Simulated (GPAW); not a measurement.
Runs of GPAW 26.7.0 on IrPt3. The structure is cubic, space group Pm-3m (No. 221). Conventional cell: a = 3.951 Å, b = 3.951 Å, c = 3.951 Å, α = 90.00°, β = 90.00°, γ = 90.00°. Pt (site symmetry 4/mmm) has 8 Pt at 2.79 Å and 4 Ir at 2.79 Å as nearest neighbours. Ir (site symmetry m-3m) is surrounded by 12 Pt at 2.79 Å. The cell comes from a database or a generator and needn't be the stable form of this composition.

```tsv
level	gap on the mesh (eV)	pressure (GPa)	relaxed volume (Å³/atom)
PBEsol+D3	none	-0.2	14.39
PBEsol+D3(BJ)+ATM	none	-0.1	14.50
PBEsol	none	0.0	(a)
PBEsol+D4	none	-0.1	14.55
PBEsol+D3(BJ)	none	-0.2	14.39
```

Alike in all rows: task relaxation of cell and atoms; potentials or basis PAW data sets generated in the run's folder for this functional, pw; no spin polarisation; cell relaxed; k mesh 6 × 6 × 6; cutoff (eV) 600; smearing fermi-dirac 0.05 eV.

Task: Estimate the missing entries.

Result: (a) 14.77.

Caveats: later steps reuse the first step's grids; pairwise dispersion overbinds metals, which lowers pressure and volume (some runs).

A k mesh can miss the band edges, and the runs leave out spin-orbit coupling on Ir, Pt.

A gap of «none» marks a metal or a gap under the smearing width.
